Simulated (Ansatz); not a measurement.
# Nb3C2: the cost of one run

Method: DFT PBE, scalar-relativistic, plane waves, PAW, in Ansatz 0.2.0.

## (1) The structure to begin with

Symmetry: P6mm, No. 183, hexagonal system. Conventional cell: a = 4.179 Å, b = 4.179 Å, c = 5.227 Å, α = 90.00°, β = 90.00°, γ = 120.00°. Nb (site symmetry 2mm) has 4 Nb at 2.09 Å and 2 C at 2.15 Å in its first shell of neighbours. C (site symmetry 6mm) has 6 Nb at 2.15 Å in its first shell of neighbours. C (site symmetry 6mm) has 1 C at 2.29 Å in its first shell of neighbours.

Structure file:

```cif
data_structure
_symmetry_space_group_name_H-M 'P 1'
_symmetry_Int_Tables_number 1
_cell_length_a 4.1794
_cell_length_b 4.1794
_cell_length_c 5.2269
_cell_angle_alpha 90.000
_cell_angle_beta 90.000
_cell_angle_gamma 120.000
_cell_volume 79.07
loop_
_atom_site_label
_atom_site_type_symbol
_atom_site_fract_x
_atom_site_fract_y
_atom_site_fract_z
_atom_site_occupancy
Nb1 Nb 0.50000 0.00000 0.94049 1
Nb2 Nb 0.00000 0.50000 0.94049 1
Nb3 Nb 0.50000 0.50000 0.94049 1
C1 C 0.00000 0.00000 0.84149 1
C2 C 0.00000 0.00000 0.40355 1
```

A structure generator made this guess: random cell by space group and Wyckoff sites (P6mm, No. 183). Its size is a rough estimate.

## (2) Probe: one point on a coarse mesh

input.yaml reads:

```yaml
crystal:
  lattice:
    - [4.17938564, 0.0, 0.0]
    - [-2.08969282, 3.61945414, 0.0]
    - [0.0, 0.0, 5.22685015]
  atoms:
    - { symbol: Nb, position: [0.5, 0.0, 0.94049226] }
    - { symbol: Nb, position: [0.0, 0.5, 0.94049226] }
    - { symbol: Nb, position: [0.5, 0.5, 0.94049226] }
    - { symbol: C, position: [0.0, 0.0, 0.84148775] }
    - { symbol: C, position: [0.0, 0.0, 0.40354827] }
basis:
  ecutwfc: 420
kpoints:
  mp_grid: { grid: [6, 6, 4] }
hamiltonian:
  xc: pbe
scf:
  occupations: { method: gaussian, width: 0.1 }
  lower_state_search: "off"
output:
  forces: true
  stress: true
  eigenvalues: true
```

Run with:

```sh
$ ansatz run input.yaml --threads 1 --pin off --max-ram 2560MiB --backend cpu --events-out ev --progress --plain --runs-dir out
```

Q: Estimate wall time and peak memory on 1 thread of Intel Xeon Platinum 8488C (Sapphire Rapids), shared host.

About 5.2 s, with a peak of 0.38 GiB.
